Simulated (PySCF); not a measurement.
# C₅H₁₄Si₂: circular dichroism and optical rotation

Aim: compute the circular dichroism and optical rotation of C₅H₁₄Si₂ (`CC[Si@H]1C[SiH2][C@@H]1C`).

Programs: PySCF 2.14.0, with routines of our own; each step states its level. All values are computed. Atoms count from 0.

### Step 1. The starting structure

21 atoms, charge 0, multiplicity 1; geometry from: GFN2-xTB.

### Step 2. Circular dichroism and optical rotation: TDDFT CAM-B3LYP/def2-SVPD

Job settings and geometry (Å):

```
{"job": {"kind": "ecd", "xc": "CAM-B3LYP", "basis": "def2-SVPD", "nstates": 16}, "charge": 0, "multiplicity": 1}
C     -3.101251    -0.235355     0.293638
C     -1.730046    -0.263923     0.955138
Si    -0.311218    -0.374970    -0.305072
C      0.054540     1.276805    -1.215284
Si     1.734615     1.483975    -0.313219
C      1.439209    -0.239388     0.491798
C      2.426612    -1.324959     0.082154
H     -3.267361    -1.142997    -0.281838
H     -3.181422     0.611371    -0.383739
H     -3.893474    -0.153390     1.036492
H     -1.607356     0.635041     1.561003
H     -1.684343    -1.109605     1.642190
H     -0.500699    -1.539887    -1.183067
H     -0.660731     2.076095    -1.042267
H      0.148748     1.175254    -2.292781
H      1.771709     2.598064     0.638227
H      2.902980     1.552520    -1.193052
H      1.416393    -0.203189     1.582821
H      3.424855    -1.109691     0.462371
H      2.121261    -2.297860     0.465767
H      2.488058    -1.396969    -1.001751
```

With the program's defaults for keys left out, this is: TDDFT CAM-B3LYP/def2-SVPD circular dichroism and optical rotation, one conformer, gas phase.

Launch:

```sh
> OMP_NUM_THREADS=1 python excited_run.py task.json out
```

The driver reads the jobs from task.json and runs them one after another.

Log:

```text
coarse grid: 17360 points
cycle   1  E = -777.3397802737  dE =  5.434e-01  |g| = 4.597e-01  |ddm| = 6.008e+00
cycle   2  E = -777.3510564636  dE = -1.128e-02  |g| = 4.182e-01  |ddm| = 1.168e+00
cycle   3  E = -777.3976675282  dE = -4.661e-02  |g| = 3.904e-02  |ddm| = 5.809e-01
cycle   4  E = -777.3980459715  dE = -3.784e-04  |g| = 2.079e-02  |ddm| = 1.012e-01
cycle   5  E = -777.3981623158  dE = -1.163e-04  |g| = 3.080e-03  |ddm| = 3.560e-02
cycle   6  E = -777.3981648162  dE = -2.500e-06  |g| = 7.517e-04  |ddm| = 6.343e-03
final grid: 155104 points
cycle   7  E = -777.5140310245  dE = -3.562e-05  |g| = 3.949e-03  |ddm| = 7.446e-02
cycle   8  E = -777.5140316905  dE = -6.660e-07  |g| = 3.724e-03  |ddm| = 1.339e-02
cycle   9  E = -777.5140353250  dE = -3.634e-06  |g| = 1.746e-04  |ddm| = 4.947e-03
cycle  10  E = -777.5140353321  dE = -7.130e-09  |g| = 1.260e-04  |ddm| = 5.963e-04
cycle  11  E = -777.5140353362  dE = -4.061e-09  |g| = 1.835e-05  |ddm| = 2.078e-04
cycle  12  E = -777.5140353363  dE = -1.162e-10  |g| = 6.922e-06  |ddm| = 4.904e-05
converged SCF energy = -777.5140353363

Singlet excitations and rotatory strengths (1e-40 esu^2 cm^2)
state   eV       nm     f(len)   f(vel)    R(len)    R(vel)   main configurations
  1   6.2865   197.2  0.00752  0.00798    -7.257    -7.698   H->L 0.89
  2   6.9413   178.6  0.00076  0.00083    -2.762    -3.272   H->L+2 0.32, H->L+3 0.21, H->L+1 0.17
  3   7.0479   175.9  0.00503  0.00543     3.658     3.940   H-1->L 0.84
  4   7.1384   173.7  0.00760  0.00845    15.535    15.587   H->L+1 0.51, H->L+3 0.20, H-2->L 0.13
  5   7.2623   170.7  0.15037  0.15901    19.081    19.050   H-2->L 0.64, H->L+1 0.10
  6   7.5026   165.3  0.00482  0.00504    12.763    12.780   H-1->L+2 0.39, H-1->L+1 0.17, H-1->L+3 0.16
  7   7.5397   164.4  0.00419  0.00459    -8.454    -9.230   H->L+2 0.24, H-2->L+2 0.21, H->L+3 0.10
  8   7.5714   163.8  0.01324  0.01449    12.990    13.769   H->L+3 0.17, H->L+2 0.15, H-2->L+3 0.14
  9   7.6751   161.5  0.01187  0.01298   -18.221   -18.345   H-1->L+1 0.33, H-1->L+3 0.25, H-2->L+3 0.15
 10   7.7145   160.7  0.00309  0.00297     3.185     2.773   H-2->L+1 0.45, H-1->L+1 0.15, H-2->L+3 0.12
 11   7.7751   159.5  0.00770  0.00800    18.767    19.006   H-3->L 0.45, H->L+4 0.14
 12   7.9173   156.6  0.00331  0.00307   -12.798   -12.441   H->L+4 0.55, H-3->L 0.19
 13   8.0062   154.9  0.15263  0.16249   -58.581   -60.690   H->L+5 0.69
 14   8.0953   153.2  0.02540  0.02528    29.382    29.046   H-1->L+2 0.21, H->L+6 0.16, H-1->L+3 0.11
 15   8.2372   150.5  0.02925  0.03029   -31.167   -31.667   H-1->L+2 0.15, H-2->L+4 0.14, H->L+6 0.13
 16   8.3049   149.3  0.00707  0.00679    10.121     9.707   H->L+7 0.28, H-3->L+1 0.15, H-3->L+2 0.12

Specific rotation (deg / (dm g/mL))
    nm     length   length(OI)   velocity    alpha(len)  alpha(vel)
  633.0     142.32     142.24     138.12      113.147    113.967
  589.3     166.80     166.70     161.85      113.599    114.427
  546.0     198.11     198.00     192.21      114.165    115.005
  436.0     336.46     336.24     326.23      116.521    117.409
  405.0     404.15     403.88     391.72      117.601    118.511
  365.0     529.15     528.78     512.54      119.489    120.440
  355.0     570.11     569.70     552.09      120.082    121.046
```

Wall time 2.5 min (1 thread of Arm Neoverse V2, shared host); peak memory 1.3 GiB.

The fields below are evaluated on a grid from the run's orbitals.

Frontier orbitals at CAM-B3LYP/def2-SVPD, with the share of their density that lies nearest to each atom:

| orbital | energy (eV) | lies on |
| --- | --- | --- |
| HOMO | -8.53 | C5 33 %; Si2 12 %; Si4 9 % |
| LUMO | 0.93 | H15, H16 about 11 % each; Si2, Si4 about 8 % each; H12, H14, H18 about 7 % each |

ELF in a plane through or near 8 of the atoms.

Values, 10 rows by 14 columns:
```
0.00 0.00 0.00 0.00 0.00 0.00 0.00 0.00 0.00 0.00 0.00 0.00 0.00 0.00
0.00 0.00 0.00 0.00 0.03 0.06 0.00 0.00 0.00 0.00 0.00 0.00 0.00 0.00
0.00 0.00 0.00 0.03 0.90 0.99 0.09 0.00 0.00 0.00 0.00 0.00 0.00 0.00
0.00 0.00 0.06 0.61 0.61 0.88 0.03 0.06 0.04 0.03 0.06 0.05 0.00 0.00
0.00 0.00 0.04 0.40 0.57 0.62 0.82 0.24 0.74 0.40 0.80 0.40 0.07 0.00
0.00 0.00 0.00 0.01 0.06 0.36 0.27 0.19 0.49 0.33 0.81 0.30 0.03 0.00
0.00 0.00 0.10 1.00 0.99 0.25 0.84 0.65 0.18 0.30 1.00 0.62 0.00 0.00
0.00 0.00 0.05 1.00 0.99 0.40 0.66 0.97 0.93 0.00 0.11 0.01 0.00 0.00
0.00 0.00 0.00 0.09 0.09 0.02 0.08 0.50 0.51 0.00 0.00 0.00 0.00 0.00
0.00 0.00 0.00 0.00 0.00 0.00 0.00 0.00 0.00 0.00 0.00 0.00 0.00 0.00
```
The map spans 13.2 Å across and 10.0 Å up, centred on the molecule. Atoms in the plane (x, y in Å): C0 (3.1, 0.2), Si2 (0.3, 0.2), C3 (-0.2, -1.7), C6 (-2.4, 1.4), H8 (3.1, -0.9), H13 (0.5, -2.3), H16 (-3.0, -1.7), H19 (-2.0, 2.4).

log10 of the density (e/Å³) in the same plane.

Ten even steps from ' ' (-4.0) to '@' (1.9):
```
                                                        
                ......                                  
              ..::::::....                              
          ..::----====--::..                            
        ..::--==++++++==--::..............              
      ..::--==++**##**++--------------::::::::..        
      ..::==++****##**++============----------::..      
      ..::==++**##%%**++++++++++++++++++++++==--::..    
      ..::--==++************##****++********++==--::    
      ..::--====++++******##@@##********##**++==--::    
        ..::--====++++++++**##**++++++**##**++--::..    
      ..::--====++++++++++****++++==++**##**==--::..    
      ..::--++****++++****##**++======++**++==::..      
      ..::==++******++****####**++==----==----..        
      ..::--==++++++++++********++--::::::::..          
        ..::--============++++++==--::....              
          ..::::------------====--::..                  
            ............::::::::....                    
                        ........                        
                                                        
```
The map spans 13.2 Å across and 10.0 Å up, centred on the molecule. Atoms in the plane (x, y in Å): C0 (3.1, 0.2), Si2 (0.3, 0.2), C3 (-0.2, -1.7), C6 (-2.4, 1.4), H8 (3.1, -0.9), H13 (0.5, -2.3), H16 (-3.0, -1.7), H19 (-2.0, 2.4).

On the surface of density 0.002 e/bohr³ the electrostatic potential runs, from the 1st to the 99th percentile, from -0.11 to 0.91 V.

### Step 3. Results

```
                                                                                       quantity                                                          value
state of largest rotatory strength (velocity form) among 16 (step 2, TDDFT CAM-B3LYP/def2-SVPD)  8.01 eV, R = -60.7 (velocity), -58.6 (length) ·10⁻⁴⁰ esu² cm²
                              specific rotation at 633.0 nm (step 2, TDDFT CAM-B3LYP/def2-SVPD)                               138.1 (velocity), 142.3 (length)
                                                          surface potential, 1st and 99th percentile                                             -0.11 V and 0.91 V
```

Rotations belong to one conformer.
